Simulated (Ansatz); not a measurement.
**ReB2 (P6_3/mmc): relaxations under a series of pressures from a Python script**

Wanted for ReB2 (P6_3/mmc): relaxations under a series of pressures.

All numbers are computed with the Python package of Ansatz 0.2.0. Level of theory: DFT PBEsol, plane waves, PAW.

## Step 1: The system

It takes space group P6_3/mmc (No. 194, hexagonal). Conventional cell: a = 2.900 Å, b = 2.900 Å, c = 7.478 Å, α = 90.00°, β = 90.00°, γ = 120.00°. Around Re (site symmetry -6m2) lie 8 B at 2.23 to 2.26 Å. Around B (site symmetry 3m) lie 3 B at 1.82 Å and 4 Re at 2.23 to 2.26 Å.

The script holds or builds the structure itself.

## Step 2: The script

The input, compress_reb2.py:

```python
import logging
import sys
import warnings

import ansatz as az
import numpy as np
import pandas as pd

logging.basicConfig(stream=sys.stdout, format="[%(levelname)s] %(message)s")
logger = logging.getLogger("ansatz_job")
logger.setLevel(logging.INFO)

WIDTH_EV = 0.15
XC = "pbesol"
TOLERANCE = 1e-08
CUTOFF_EV = 510
KMESH = (10, 10, 4)

def edges_and_angles(cell):
    cell = np.asarray(cell)
    a, b, c = np.linalg.norm(cell, axis=1)
    cosines = cell[1] @ cell[2] / (b * c), cell[0] @ cell[2] / (a * c), cell[0] @ cell[1] / (a * b)
    return (a, b, c, *np.degrees(np.arccos(cosines)))

warnings.simplefilter("ignore", az.DeckWarning)

reb2 = (
    az.Lattice.from_parameters(2.9, 2.9, 7.478, alpha=90, beta=90, gamma=120)
    .space_group(194)
    .atom("Re", (1 / 3, 2 / 3, 0.25))
    .atom("B", (1 / 3, 2 / 3, 0.548))
)

calc = (
    reb2.calculation()
    .occupations(az.OccupationsMethod.GAUSSIAN, width=WIDTH_EV)
    .functional(XC)
    .scf(tolerance=TOLERANCE)
    .basis(CUTOFF_EV)
    .kpoints(*KMESH)
)

rows = []
for pressure in [-2, 0, 2, 5, 10]:
    out = calc.relax(cell=True, pressure=pressure, force_tolerance=0.005).run()
    cell = out.lattice.cell_ang
    n_atoms = len(out.lattice.sites)
    volume = abs(np.linalg.det(cell)) / n_atoms
    enthalpy = out.report["free_energy_ev"] / n_atoms + pressure * volume / 160.21766
    rows.append((pressure, volume, enthalpy, *edges_and_angles(cell)))
    logger.info(f"{pressure} GPa done: {volume:.4f} A^3/atom")

table = pd.DataFrame(rows, columns=["P_GPa", "V_A3_atom", "H_eV_atom", "a", "b", "c", "alpha", "beta", "gamma"])
print(table.round(4).to_string(index=False))
p, v = np.array([row[0] for row in rows], float), np.array([row[1] for row in rows])
print("mean bulk modulus between rows (GPa):", np.round(-np.diff(p) / np.diff(np.log(v)), 1))
```

## Step 3: The calls as engine input

The engine receives this input (first run):

```yaml
crystal:
  lattice:
    a: 2.9
    b: 2.9
    c: 7.478
    alpha: 90.0
    beta: 90.0
    gamma: 120.0
  space_group: 194
  atoms:
    - { symbol: Re, position: [0.3333333333333333, 0.6666666666666666, 0.25] }
    - { symbol: B, position: [0.3333333333333333, 0.6666666666666666, 0.548] }
basis:
  ecutwfc: 510.0
kpoints:
  mp_grid:
    grid: [10, 10, 4]
hamiltonian:
  xc: pbesol
scf:
  convergence:
    dr2_threshold: 1.0e-08
  occupations:
    method: gaussian
    width: 0.15
relax:
  f_tol: 0.005
  cell:
    p_target: -2.0
```

## Step 4: Running it

Run with:

```
> python compress_reb2.py
```

Log:

```text
[INFO] -2 GPa done: 9.0389 A^3/atom
[INFO] 0 GPa done: 8.9869 A^3/atom
[INFO] 2 GPa done: 8.9362 A^3/atom
[INFO] 5 GPa done: 8.8628 A^3/atom
[INFO] 10 GPa done: 8.7468 A^3/atom
 P_GPa  V_A3_atom  H_eV_atom      a      b      c  alpha  beta  gamma
    -2     9.0389 -3681.4397 2.8962 2.8962 7.4657   90.0  90.0  120.0
     0     8.9869 -3681.3272 2.8898 2.8898 7.4557   90.0  90.0  120.0
     2     8.9362 -3681.2153 2.8836 2.8836 7.4457   90.0  90.0  120.0
     5     8.8628 -3681.0487 2.8745 2.8745 7.4311   90.0  90.0  120.0
    10     8.7468 -3680.7740 2.8602 2.8602 7.4079   90.0  90.0  120.0
mean bulk modulus between rows (GPa): [346.9 353.4 363.8 379.6]
```

It took 83 s on 1 thread of Arm Neoverse V2, shared host; peak memory 0.51 GiB.

Lines on the test bed's own set-up are left out of the output.

## Step 5: The runs side by side

From the records of these 5 runs:

```
run  pressure asked (GPa)  energy from run 2 (meV/atom)  final volume (Å³/atom)  pressure (GPa)  SCF cycles in all  CPU time (s)
  1                    -2                          0.33                    9.04           -1.99                 24            11
  2                     0                          0.00                    8.99            0.00                 36            17
  3                     2                          0.31                    8.94            2.00                 36            17
  4                     5                          1.91                    8.86            5.00                 37            17
  5                    10                          7.32                    8.75           10.00                 44            20
```

Energies are free energies F = E - TS of the smeared occupations. 

## Step 6: The relaxation of run 1, step by step

The steps of the relaxation:

| step | E - E(step 1) (eV/cell) | largest force component (eV/Å) | pressure (GPa) | volume (Å³) |
| --- | --- | --- | --- | --- |
| 1 | 0.0000 | 0.0421 | -3.50 | 54.46 |
| 2 | -0.0047 | 0.0009 | -1.70 | 54.19 |
| 3 | -0.0042 | 0.0036 | -1.99 | 54.23 |
| 4 | -0.0041 | 0.0036 | -1.99 | 54.23 |

Step 1 is the start. Step 4 repeats the geometry before it on a plane-wave basis chosen anew for that cell, so its energy need not be comparable with the rows above.

«Before» is this run's own start.

|  | before | after | change |
| --- | --- | --- | --- |
| a (Å) | 2.900 | 2.896 | -0.1 % |
| b (Å) | 2.900 | 2.896 | -0.1 % |
| c (Å) | 7.478 | 7.466 | -0.2 % |
| volume (Å³/atom) | 9.08 | 9.04 | -0.4 % |
| shortest distance (Å) | 1.822 | 1.821 | -0.1 % |
| space group (0.01 Å) | P6_3/mmc | P6_3/mmc | same |

Forces and stress were held to the start's 24 operations: a distortion of lower symmetry was not tested.

Under a set pressure the enthalpy E + pV is minimised, so E itself may rise.

## Step 7: Path of the relaxation of run 5

The steps of the relaxation:

| step | energy from step 1 (eV/cell) | largest force component (eV/Å) | pressure (GPa) | volume (Å³) |
| --- | --- | --- | --- | --- |
| 1 | 0.0000 | 0.0421 | -3.50 | 54.46 |
| 2 | 0.0781 | 0.2087 | 13.57 | 51.99 |
| 3 | 0.0348 | 0.0639 | 9.72 | 52.53 |
| 4 | 0.0358 | 0.0407 | 9.79 | 52.51 |
| 5 | 0.0376 | 0.0066 | 10.00 | 52.48 |
| 6 | 0.0376 | 0.0000 | 10.00 | 52.48 |
| 7 | 0.0378 | 0.0000 | 10.00 | 52.48 |

Step 1 is the start. Step 7 repeats the geometry before it on a plane-wave basis chosen anew for that cell, so its energy need not be comparable with the rows above.

«Before» is this run's own start.

|  | before | after | change |
| --- | --- | --- | --- |
| a (Å) | 2.900 | 2.860 | -1.4 % |
| b (Å) | 2.900 | 2.860 | -1.4 % |
| c (Å) | 7.478 | 7.408 | -0.9 % |
| volume (Å³/atom) | 9.08 | 8.75 | -3.6 % |
| shortest distance (Å) | 1.822 | 1.799 | -1.3 % |
| space group (0.01 Å) | P6_3/mmc | P6_3/mmc | same |

The run keeps the 24 symmetry operations of the start, so it could not have lowered the symmetry.

Under a set pressure the enthalpy E + pV is minimised, so E itself may rise.

## Step 8: Outcome

```
                                   quantity               value
bulk modulus between neighbouring pressures  346.9 to 379.6 GPa
                              runs compared                   5
                            range of energy       7.32 meV/atom
```

In words: The crystal stiffens as it is compressed. The volume falls from 9.04 Å³ an atom at -2 GPa to 8.75 at 10 GPa, by 3.2 %. Between -2 and 0 GPa, -V dP/dV is about 347 GPa, a mean over that step. In run 1, over 2 moves the cell shrank by 0.4 % in volume under the -2 GPa asked, and the space group stayed P6_3/mmc. In run 5, over 5 moves the cell shrank by 3.6 % in volume under the 10 GPa asked, and the space group stayed P6_3/mmc. Reading the output:
- At a fixed pressure a relaxation lowers the enthalpy F + PV, while F alone can rise.
- For a metal this k-point mesh is coarse: on a finer one energies can move by several to tens of meV an atom and pressures by half a GPa or more, differences at one mesh by less.
- The program warned that this SCF threshold is loose for forces or stresses.
- Spin-orbit coupling, which matters for elements this heavy, is left out.
- Symmetry holds the cell in this phase, so another phase that may be stable under pressure is not reached.
